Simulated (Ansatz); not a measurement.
# Sc2GaP3: the cost of one run

Method: DFT PBE, scalar-relativistic, plane waves, PAW, in Ansatz 0.2.0.

## Step 1: Starting point

Symmetry: P-6m2, No. 187, hexagonal system. The conventional cell has a = 4.220 Å, b = 4.220 Å, c = 8.289 Å, α = 90.00°, β = 90.00°, γ = 120.00°. Around Sc (site symmetry 3m) lie 9 P at 3.19 to 3.21 Å and 3 Ga at 3.19 Å. Ga (site symmetry -6m2) is surrounded by 3 P at 2.44 Å. Around P (site symmetry -6m2) lie 3 P at 2.44 Å and 6 Sc at 3.21 Å. Around P (site symmetry -6m2) lie 3 Ga at 2.44 Å and 6 Sc at 3.19 Å.

As a file:

```xyz
6
Lattice="4.2197 0.0000 0.0000 -2.1098 3.6543 0.0000 0.0000 0.0000 8.2887" Properties=species:S:1:pos:R:3 pbc="T T T"
Sc    0.0000    2.4362    2.0541
Sc    0.0000    2.4362    6.2347
Ga    2.1098    1.2181    0.0000
P     2.1098    1.2181    4.1444
P     0.0000    0.0000    0.0000
P     0.0000    0.0000    4.1444
```

The cell is invented: species swapped into a database cell of Gd2CoNi3 (P-6m2, No. 187), with Sc on the Gd sites, Ga on the Co sites and P on the Ni sites. Its size is a rough estimate.

## Step 2: The guess as it stands, on a coarse mesh

Input file input.yaml:

```yaml
crystal:
  lattice:
    - [4.21966984, 0.0, 0.0]
    - [-2.10983492, 3.65434128, 0.0]
    - [0.0, 0.0, 8.28874152]
  atoms:
    - { symbol: Sc, position: [0.33333333, 0.66666667, 0.247815] }
    - { symbol: Sc, position: [0.33333333, 0.66666667, 0.752185] }
    - { symbol: Ga, position: [0.66666667, 0.33333333, 0.0] }
    - { symbol: P, position: [0.66666667, 0.33333333, 0.5] }
    - { symbol: P, position: [0.0, 0.0, 0.0] }
    - { symbol: P, position: [0.0, 0.0, 0.5] }
basis:
  ecutwfc: 420
kpoints:
  mp_grid: { grid: [6, 6, 2] }
hamiltonian:
  xc: pbe
scf:
  occupations: { method: gaussian, width: 0.1 }
  lower_state_search: "off"
output:
  forces: true
  stress: true
  eigenvalues: true
```

The run is started by

```
$ ansatz run input.yaml --threads 1 --pin off --max-ram 2560MiB --backend cpu --events-out ev --progress --plain --runs-dir out
```

Q: Estimate wall time and peak memory on 1 thread of Arm Neoverse V2, shared host.

About 4.8 s, with a peak of 0.35 GiB.
